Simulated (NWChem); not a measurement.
**One shape, several levels: SiH3BrO2 (SMILES O[SiH](O)Br)**

Aim: a comparison of 5 runs (HF/STO-3G, HF/3-21G, B3LYP/6-31G*, MP2/def2-SVP) of SiH3BrO2. 

Program for the calculation: NWChem 7.3.0.

## Step 1: The structure to begin with

SiH3BrO2: 7 atoms, total charge 0, spin state singlet. As SMILES, `O[SiH](O)Br`. Geometry: relaxed at PBE0-D4/def2-TZVP. This is one conformer, not always the lowest.

Bond lengths: O1–Si2 1.621 Å, Si2–O3 1.631 Å, Si2–Br4 2.230 Å, O1–H5 0.959 Å, Si2–H6 1.469 Å, O3–H7 0.958 Å. Angles: O1–Si2–O3 109.9°, O1–Si2–Br4 111.9°, O3–Si2–Br4 107.4°, O1–Si2–H6 106.2°, O3–Si2–H6 113.6°, Br4–Si2–H6 107.9°, Si2–O1–H5 118.6°, Si2–O3–H7 117.9°.

## Step 2: Energy and gradient at HF/STO-3G (run 1)

nw.nw

```
start nw
memory total 2200 mb
geometry noautosym nocenter noautoz
O     0.103900    1.557700   -0.261800
Si    0.123700    0.058100    0.354300
O     0.760300   -0.978400   -0.731700
Br   -1.927700   -0.665500    0.845400
H    -0.311100    1.697600   -1.115000
H     0.886100    0.139000    1.607900
H     0.426000   -1.876500   -0.744900
end
basis spherical bse
* library STO-3G
end
scf
singlet
rhf
thresh 1e-08
maxiter 80
noprint "final vectors analysis"
end
task scf gradient
```

Launch:

```console
$ nwchem nw.nw > nw.out
```

Standard output:

```text
[...]
  functions       =    40
[...]
  wavefunction    = RHF
[...]
         Total SCF energy =  -2979.774409536918
      One-electron energy =  -4846.956324452463
      Two-electron energy =   1527.380224864309
 Nuclear repulsion energy =    339.801690051237
        Time for solution =      3.9s
[...]
                         RHF ENERGY GRADIENTS
    atom               coordinates                        gradient
                 x          y          z           x          y          z
   1 O       0.196343   2.943626  -0.494730   -0.015990  -0.020550  -0.020595
   2 Si      0.233759   0.109793   0.669530    0.007591   0.012964  -0.036546
   3 O       1.436759  -1.848908  -1.382713   -0.023849  -0.018191   0.018682
   4 Br     -3.642825  -1.257613   1.597574   -0.005040  -0.003030   0.001062
   5 H      -0.587894   3.207999  -2.107044    0.012170   0.006850   0.022063
   6 H       1.674486   0.262672   3.038490    0.011699   0.001366   0.022055
   7 H       0.805023  -3.546071  -1.407657    0.013418   0.020591  -0.006721
[...]
```

Run time: 7.5 s. Hardware: 1 thread of Intel Xeon Platinum 8259CL at 2.50GHz (Skylake/Cascade Lake), shared host; peak memory 0.1 GiB.

## Step 3: Energy and gradient at HF/3-21G (run 2)

mymol.nw

```
start mymol
memory total 2200 mb
charge 0

geometry units angstroms noautosym nocenter noautoz
 O      0.103900     1.557700    -0.261800
 Si     0.123700     0.058100     0.354300
 O      0.760300    -0.978400    -0.731700
 Br    -1.927700    -0.665500     0.845400
 H     -0.311100     1.697600    -1.115000
 H      0.886100     0.139000     1.607900
 H      0.426000    -1.876500    -0.744900
end

basis spherical bse
 * library 3-21G
end

scf
 thresh 1e-08
 maxiter 80
end

task scf gradient
```

Launch:

```console
$ nwchem mymol.nw > mymol.out
```

Standard output:

```text
[...]
  functions       =    59
[...]
  wavefunction    = RHF
[...]
         Total SCF energy =  -2998.203293908438
      One-electron energy =  -4854.767454337583
      Two-electron energy =   1516.762470377909
 Nuclear repulsion energy =    339.801690051237
        Time for solution =      5.2s
[...]
                         RHF ENERGY GRADIENTS
    atom               coordinates                        gradient
                 x          y          z           x          y          z
   1 O       0.196343   2.943626  -0.494730    0.006893  -0.014490   0.013293
   2 Si      0.233759   0.109793   0.669530   -0.032261  -0.011332  -0.035445
   3 O       1.436759  -1.848908  -1.382713    0.000496   0.016954   0.009131
   4 Br     -3.642825  -1.257613   1.597574    0.027656   0.010082  -0.005897
   5 H      -0.587894   3.207999  -2.107044   -0.000696  -0.012294   0.005858
   6 H       1.674486   0.262672   3.038490    0.003521   0.001547   0.002934
   7 H       0.805023  -3.546071  -1.407657   -0.005609   0.009533   0.010125
[...]
```

Run time: 8.4 s. Hardware: 1 thread of Intel Xeon Platinum 8259CL at 2.50GHz (Skylake/Cascade Lake), shared host; peak memory 0.1 GiB.

Run 3 isn't shown in full; the table further down has it.

## Step 4: Energy and forces at B3LYP/6-31G(d) (spherical functions) (run 4)

calc.nw

```
start calc
memory total 2200 mb
geometry units atomic noautosym nocenter noautoz
   O   0.19634254  2.94362638 -0.49473030
   Si  0.23375912  0.10979309  0.66952997
   O   1.43675877 -1.84890804 -1.38271261
   Br -3.64282505 -1.25761274  1.59757447
   H  -0.58789380  3.20799907 -2.10704463
   H   1.67448632  0.26267193  3.03849064
   H   0.80502333 -3.54607107 -1.40765699
end
basis spherical bse
   * library 6-31G*
end
dft
   xc b3lyp
   grid xfine
   convergence energy 1e-08
   maxiter 100
   mulliken
   print medium
end
task dft gradient
```

Launch:

```console
$ nwchem calc.nw > calc.out
```

Standard output:

```text
[...]
          Wavefunction type:  closed shell.
          No. of atoms     :     7
          No. of electrons :    68
[...]
          Charge           :     0
          Spin multiplicity:     1
[...]
          AO basis - number of functions:    84
[...]
              XC Information
              --------------
                         B3LYP Method XC Potential
                     Hartree-Fock (Exact) Exchange  0.200
                        Slater Exchange Functional  0.800 local
                    Becke 1988 Exchange Functional  0.720 non-local
              Lee-Yang-Parr Correlation Functional  0.810
                  VWN I RPA Correlation Functional  0.190 local
[...]
 d= 0,ls=0.0,diis     1  -3015.6491075335 -3.36D+03  1.53D-02  8.87D-01    10.1
[...]
 d= 0,ls=0.0,diis     8  -3015.7422570989 -4.58D-09  2.28D-06  6.09D-08    50.8
         Total DFT energy =    -3015.742257098864
      One electron energy =    -4869.732845154031
           Coulomb energy =     1644.937028552515
    Exchange-Corr. energy =     -130.748106056887
 Nuclear repulsion energy =      339.801665559539
[...]
      Total Density - Mulliken Population Analysis
     ---------------------------------------------
    Atom       Charge   Shell Charges
 -----------   ------   -------------------------------------------------------
    1 O    8     8.67   2.00  0.90  2.96  0.92  1.87  0.02
    2 Si  14    13.14   2.00  2.00  5.96  0.89  1.59  0.06  0.26  0.38
    3 O    8     8.69   2.00  0.90  2.96  0.93  1.88  0.02
    4 Br  35    35.31   2.00  2.00  6.00  2.00  5.99  1.63  3.88  0.32  1.47  6.95  2.92  0.16
    5 H    1     0.56   0.47  0.09
    6 H    1     1.07   0.51  0.56
    7 H    1     0.56   0.47  0.10
[...]
  wavefunction    = closed shell
                         DFT ENERGY GRADIENTS
    atom               coordinates                        gradient
                 x          y          z           x          y          z
   1 O       0.196343   2.943626  -0.494730   -0.003595  -0.011673  -0.003315
   2 Si      0.233759   0.109793   0.669530   -0.002860   0.001587  -0.010715
   3 O       1.436759  -1.848908  -1.382713   -0.007619   0.000832   0.008472
   4 Br     -3.642825  -1.257613   1.597574    0.007524   0.002837  -0.002237
   5 H      -0.587894   3.207999  -2.107045    0.003533  -0.001255   0.007901
   6 H       1.674486   0.262672   3.038491    0.000247  -0.000634  -0.000705
   7 H       0.805023  -3.546071  -1.407657    0.002770   0.008306   0.000600
[...]
```

It took 72 s on 1 thread of Intel Xeon Platinum 8259CL at 2.50GHz (Skylake/Cascade Lake), shared host; peak memory 0.14 GiB.

## Step 5: Energy and gradient at MP2/def2-SVP (run 5)

run.nw

```
start run
memory total 2200 mb
geometry noautosym nocenter noautoz
  O      0.103900     1.557700    -0.261800
  Si     0.123700     0.058100     0.354300
  O      0.760300    -0.978400    -0.731700
  Br    -1.927700    -0.665500     0.845400
  H     -0.311100     1.697600    -1.115000
  H      0.886100     0.139000     1.607900
  H      0.426000    -1.876500    -0.744900
end
basis "ao basis" spherical bse
  * library def2-SVP
end
scf
  nopen 0
  rhf
  thresh 1e-08
  maxiter 80
end
mp2
  freeze core 16
  tight
end
task mp2 gradient
```

Launch:

```console
$ nwchem run.nw > run.out
```

Standard output:

```text
[...]
  functions       =    93
[...]
  wavefunction    = RHF
[...]
         Total SCF energy =  -3012.441537019966
      One-electron energy =  -4869.987252131486
      Two-electron energy =   1517.744025060283
 Nuclear repulsion energy =    339.801690051237
        Time for solution =     21.1s
[...]
          Total MP2 energy         -3013.137960250501
[...]
                         mp2 ENERGY GRADIENTS
    atom               coordinates                        gradient
                 x          y          z           x          y          z
   1 O       0.196343   2.943626  -0.494730   -0.001396  -0.015456   0.001552
   2 Si      0.233759   0.109793   0.669530    0.000330   0.003035  -0.016763
   3 O       1.436759  -1.848908  -1.382713   -0.006856   0.006964   0.010553
   4 Br     -3.642825  -1.257613   1.597574    0.002971   0.001300  -0.000981
   5 H      -0.587894   3.207999  -2.107044    0.001824  -0.000312   0.004023
   6 H       1.674486   0.262672   3.038490    0.001894   0.000141   0.001443
   7 H       0.805023  -3.546071  -1.407657    0.001232   0.004328   0.000173
[...]
```

Wall time 80 s (1 thread of Intel Xeon Platinum 8259CL at 2.50GHz (Skylake/Cascade Lake), shared host); peak memory 0.34 GiB.

## Step 6: The series

```tsv
run	level	Cartesian functions	iteration cap	energy (Eh)	dipole moment (D)	largest force (eV/Å)	wall time
1	HF/STO-3G	no	80	-2979.774410	1.34	2.032	7.5 s
2	HF/3-21G	no	80	-2998.203294	1.72	2.533	8.4 s
3	B3LYP/6-31G* (Cartesian functions)	yes	100	-3015.755284	–	0.630	53 s
4	B3LYP/6-31G* (spherical functions)	no	100	-3015.742257	1.54	0.651	72 s
5	MP2/def2-SVP	no	80	-3013.137960	1.59	0.876	80 s
```

## Step 7: What came out

| quantity | value |
| --- | --- |
| run 5: total energy | -3013.13796 Eh |
| run 5: dipole moment (of the density that the program reports) | 1.59 D |
| run 5: HOMO energy (Hartree–Fock orbitals) | -11.58 eV |
| run 5: LUMO energy (Hartree–Fock orbitals) | 4.46 eV |
| run 5: HOMO–LUMO gap (Hartree–Fock orbitals) | 16.04 eV |
| run 5: correlation energy (16 core orbitals frozen) | -696.4 mEh |
| run 5: largest force on an atom | 0.876 eV/Å |

**Reading.** Over runs 1, 2, 4, 5 the dipole moment (its size) runs from 1.34 D (HF/STO-3G) to 1.72 D (HF/3-21G). In run 1 the basis is minimal, so the values are rough. All runs together took 3.7 min, the longest 80 s.
